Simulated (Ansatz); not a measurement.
# ZnBH₂ radical (SMILES [BH][ZnH]): one structure at several levels

Aim: energy, forces and dipole at a structure displaced at random from a GFN2-xTB minimum, from CCSD(T) and from density functionals.

Method: single points in def2-TZVPP; program: Ansatz 0.2.0, Gaussian basis.

Cores are frozen in the correlated methods. The 3s and 3p shells of Cu and Zn are frozen; filled d shells are correlated. Orbitals are unrestricted.

### Step 1. Where the work starts

SMILES `[BH][ZnH]`, 4 atoms, charge 0, spin multiplicity 2.

Atoms are counted from 1 here; the program's logs count them from 0.

Bond lengths: B1–Zn2 1.940 Å, B1–H3 1.153 Å, Zn2–H4 1.542 Å. Angles: Zn2–B1–H3 165.5°, B1–Zn2–H4 170.4°.

Geometry (Å):

```
B     0.3182   -0.7700    0.6873
Zn   -0.2339    0.6558   -0.5071
H     0.7942   -1.7068    1.1625
H    -0.7422    1.9126   -1.2417
```

### Step 2. CCSD(T)/def2-TZVPP

Contents of run/in.yaml:

```yaml
crystal:
  periodic: [false, false, false]
  atoms:
    - {symbol: B, position_ang: [0.318200, -0.770000, 0.687300]}
    - {symbol: Zn, position_ang: [-0.233900, 0.655800, -0.507100]}
    - {symbol: H, position_ang: [0.794200, -1.706800, 1.162500]}
    - {symbol: H, position_ang: [-0.742200, 1.912600, -1.241700]}
basis:
  gaussian: {orbitals: def2-TZVPP}
magnetization: {spin_polarized: true, initial_magnetization: 1}
correlation: {method: ccsd_t, frozen_orbitals: {B: 1, H: 0, Zn: 9}}
scf: {omitted_lower_state_checks: [cluster_reference]}
output: {forces: true}
```

The command line of these runs was not kept.

### Step 3. PBE0-D4/def2-TZVPP

run/in.yaml: that of step 2 with these lines changed.

```diff
@@ -10,4 +10,3 @@
 magnetization: {spin_polarized: true, initial_magnetization: 1}
-correlation: {method: ccsd_t, frozen_orbitals: {B: 1, H: 0, Zn: 9}}
-scf: {omitted_lower_state_checks: [cluster_reference]}
-output: {forces: true}
+hamiltonian: {xc: pbe0, dispersion: d4}
+output: {forces: true, orbitals: {seedname: orbitals}}
```

### Step 4. wB97M-V/def2-TZVPP

run/in.yaml: that of step 3 with these lines changed.

```diff
@@ -10,3 +10,3 @@
 magnetization: {spin_polarized: true, initial_magnetization: 1}
-hamiltonian: {xc: pbe0, dispersion: d4}
-output: {forces: true, orbitals: {seedname: orbitals}}
+hamiltonian: {xc: {name: wB97M-V}}
+output: {forces: true}
```

### Step 5. r2SCAN-D4/def2-TZVPP

run/in.yaml: that of step 4 with these lines changed.

```diff
@@ -10,3 +10,3 @@
 magnetization: {spin_polarized: true, initial_magnetization: 1}
-hamiltonian: {xc: {name: wB97M-V}}
+hamiltonian: {xc: r2scan, dispersion: d4}
 output: {forces: true}
```

### Step 6. PBE-D4/def2-TZVPP

run/in.yaml: that of step 5 with these lines changed.

```diff
@@ -10,3 +10,3 @@
 magnetization: {spin_polarized: true, initial_magnetization: 1}
-hamiltonian: {xc: r2scan, dispersion: d4}
+hamiltonian: {xc: pbe, dispersion: d4}
 output: {forces: true}
```

### Step 7. LC-wPBE/def2-TZVPP

run/in.yaml: that of step 6 with these lines changed.

```diff
@@ -10,3 +10,3 @@
 magnetization: {spin_polarized: true, initial_magnetization: 1}
-hamiltonian: {xc: pbe, dispersion: d4}
+hamiltonian: {xc: {name: LC-wPBE}}
 output: {forces: true}
```

### Step 8. r2SCAN0-D4/def2-TZVPP

run/in.yaml: that of step 7 with these lines changed.

```diff
@@ -10,3 +10,3 @@
 magnetization: {spin_polarized: true, initial_magnetization: 1}
-hamiltonian: {xc: {name: LC-wPBE}}
+hamiltonian: {xc: {name: r2SCAN0}, dispersion: d4}
 output: {forces: true}
```

(Steps that only read results are left out.)

**Question.** What will these runs give? Wanted: energy less free atoms, CCSD(T)/def2-TZVPP; RMS force component; RMS force error; HOMO and LUMO, PBE0-D4; T1 diagnostic.

As calculated:

| quantity | value |
| --- | --- |
| energy less free atoms, CCSD(T)/def2-TZVPP | -674.8 kJ/mol |
| RMS force component | 0.356 to 0.419 eV/Å over the methods |
| RMS force error | PBE0-D4 0.062, wB97M-V 0.069, r2SCAN-D4 0.117, PBE-D4 0.148, LC-wPBE 0.124, r2SCAN0-D4 0.047 eV/Å |
| HOMO and LUMO, PBE0-D4 | -5.47 and -2.94 eV |
| T1 diagnostic | 0.016 |

What this shows: Against CCSD(T) the functionals' energies less atoms differ by -68.0 to -30.8 kJ/mol, PBE-D4 by -32.6 kJ/mol. The reference is not at the basis limit: in triple zeta CCSD(T) underbinds, which counts against methods that bind more; the gaps are no ranking. On forces the order runs from r2SCAN0-D4 to PBE-D4. Frozen-core CCSD(T) forces in triple zeta carry basis errors of their own, and this is one geometry, so small gaps rank nothing.
